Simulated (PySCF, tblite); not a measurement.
# F₂H₃OSi₂ radical, a cluster model of a defect (Si site with back bonds O[SiH3], F, F): EPR parameters

What EPR parameters should one expect for `F[Si](F)O[SiH3]`? It is drawn as: dangling bond.

Programs: tblite 0.8.0 and PySCF 2.14.0. All values are calculated, for the isolated system unless a continuum is named. Atoms count from 0, parts from 1.

### 1 Starting point

8 atoms, charge 0, multiplicity 2; geometry: distance geometry start.

### 2 Geometry optimisation with GFN2-xTB

Job settings and geometry (Å):

```
{"job": {"kind": "relax", "xc": "GFN2-xTB", "basis": "xTB"}, "charge": 0, "multiplicity": 2}
Si     1.583060     0.181567     0.512296
O      0.083096    -0.466701     0.910245
Si    -1.125339    -0.253190    -0.232835
F      1.681602     1.817339     0.380002
F      2.545789    -0.690680    -0.476364
H     -2.186789    -1.264782     0.009692
H     -1.844720     1.059644    -0.115616
H     -0.705112    -0.378520    -1.625185
```

With the program's defaults for keys left out, this is: GFN2-xTB geometry optimisation, gas phase.

Run with:

```bash
$ OMP_NUM_THREADS=1 python cluster_run.py task.json out
```

One launch serves the whole session: the jobs run in the order shown.

**Question.** The jobs that follow are: PBE0-D3(BJ)/def2-SVP geometry optimisation, gas phase; UKS B3LYP, IGLO-III on F O Si, pcH-1 on H, non-relativistic, mean-field spin-orbit, GIAO; UKS BHandHLYP, IGLO-III on F O Si, pcH-1 on H, non-relativistic, mean-field spin-orbit, GIAO. Predict: point group; rotational constants (main isotopes); g(iso) (B3LYP); ⟨S²⟩; largest a(iso).

As calculated:

```
                            quantity                     value
                         point group                        C1
rotational constants (main isotopes)      5.90, 1.75, 1.51 GHz
                      g(iso) (B3LYP)                   2.00078
                                ⟨S²⟩        0.751 (exact 0.75)
                      largest a(iso)  29Si on Si0, -1409.7 MHz
```

**Reading.** Relaxing lowered the energy by 0.187 eV in 4 steps; the close pair that moved most is Si2–H5, from 1.446 to 1.488 Å (PBE0/def2-SVP). Si0 carries the largest spin population, 0.91 e. The isotropic g lies 1.5 ppt below the free-electron value. The coupling of 29Si on Si0 runs from -1438.2 (BHandHLYP/IGLO-III+pcH-1) to -1409.7 MHz (B3LYP/IGLO-III+pcH-1).
